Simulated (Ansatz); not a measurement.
# AsH₃ (singlet): the correlation ladder, cc-pVDZ

How much of the correlation energy of AsH₃ (singlet) does each wave-function method recover here?

Method: cc-pVDZ, correlated electrons: outside noble gas; program: Ansatz 0.2.0, Gaussian basis.

To be run: UHF; CCSD(T) on RHF; BCCD(T) on RHF; CISD; CCSDT(Q) on RHF; CCSDTQ on RHF; CASSCF and MRCISD+Q, 8 electrons in 7 orbitals; CASSCF and NEVPT2, 8 electrons in 7 orbitals.

## Step 1: The system

The geometry is a PBE0/def2-TZVP stationary point (not a proven minimum). No spin-orbit coupling is included. The filled d shell of As counts as core when cores are frozen.

4 atoms, charge 0, spin multiplicity 1.

Atoms are counted from 1 here; the program's logs count them from 0.

Bond lengths: As1–H2 1.522 Å, As1–H3 1.522 Å, As1–H4 1.522 Å. Angles: H2–As1–H3 92.0°, H2–As1–H4 92.0°, H3–As1–H4 92.0°.

Coordinates:

```mol
AsH3
  3D, bonds by distance, orders not assigned

  4  3  0  0  0  0  0  0  0  0999 V2000
    0.0002    0.0000   -0.0329 As  0  0
    1.2593    0.0140    0.8215 H   0  0
   -0.6489    1.0868    0.8116 H   0  0
   -0.6239   -1.1021    0.8106 H   0  0
  1  2  8  0
  1  3  8  0
  1  4  8  0
M  END
```

In the tables R marks a restricted determinant and U an unrestricted one; 'valence' is the active space of 8 electrons in 7 orbitals; correlation energies count from the lowest restricted Hartree-Fock solution.

## Step 2: UHF

Contents of in.yaml:

```yaml
crystal:
  periodic: [false, false, false]
  atoms:
    - {symbol: As, position_ang: [0.000180, 0.000018, -0.032875]}
    - {symbol: H, position_ang: [1.259297, 0.013995, 0.821503]}
    - {symbol: H, position_ang: [-0.648855, 1.086822, 0.811601]}
    - {symbol: H, position_ang: [-0.623856, -1.102121, 0.810570]}
basis:
  gaussian: {orbitals: cc-pVDZ}
magnetization: {spin_polarized: true, initial_magnetization: 0}
hamiltonian: {xc: hf}
output: {orbitals: {seedname: orbitals}}
```

On the command line:

```bash
> ansatz run in.yaml --threads 1 --pin off --events-out ev --progress --plain --max-ram 2393MiB
```

The runs that follow: CCSD(T) on RHF; BCCD(T) on RHF; CISD; CCSDT(Q) on RHF; CCSDTQ on RHF; CASSCF and MRCISD+Q, 8 electrons in 7 orbitals; CASSCF and NEVPT2, 8 electrons in 7 orbitals.

Q: Predict the results of all the runs planned. Wanted: correlation energy, RCCSDTQ; RMP2 from RCCSDTQ; RCCSD from RCCSDTQ; RCCSD(T) from RCCSDTQ; RCCSDT(Q) from RCCSDTQ; NEVPT2 valence from RCCSDTQ; MRCISD+Q valence from RCCSDTQ; T1 diagnostic; effectively unpaired electrons.

As calculated:

```
                         quantity                                                   value
      correlation energy, RCCSDTQ                                              -4.2481 eV
                RMP2 from RCCSDTQ                                              +866.6 meV
               RCCSD from RCCSDTQ                                              +108.6 meV
            RCCSD(T) from RCCSDTQ                                               +19.5 meV
           RCCSDT(Q) from RCCSDTQ                                                +0.5 meV
      NEVPT2 valence from RCCSDTQ                                              +701.8 meV
    MRCISD+Q valence from RCCSDTQ                                                -4.1 meV
levels within 1 kcal/mol (43 meV)  RCCSD(T), BCCD(T), RCCSDT, RCCSDT(Q), MRCISD+Q valence
                    T1 diagnostic                                                   0.011
   effectively unpaired electrons                                                    0.02
```

In words: RCCSD(T) lands +19.5 meV from the yardstick (0.5 % of the correlation energy). One determinant dominates. Of the multireference levels listed MRCISD+Q valence comes nearest (-4.1 meV). These misses are within one basis and frozen core, not against nature; frozen cores of the runs differ by up to some meV.
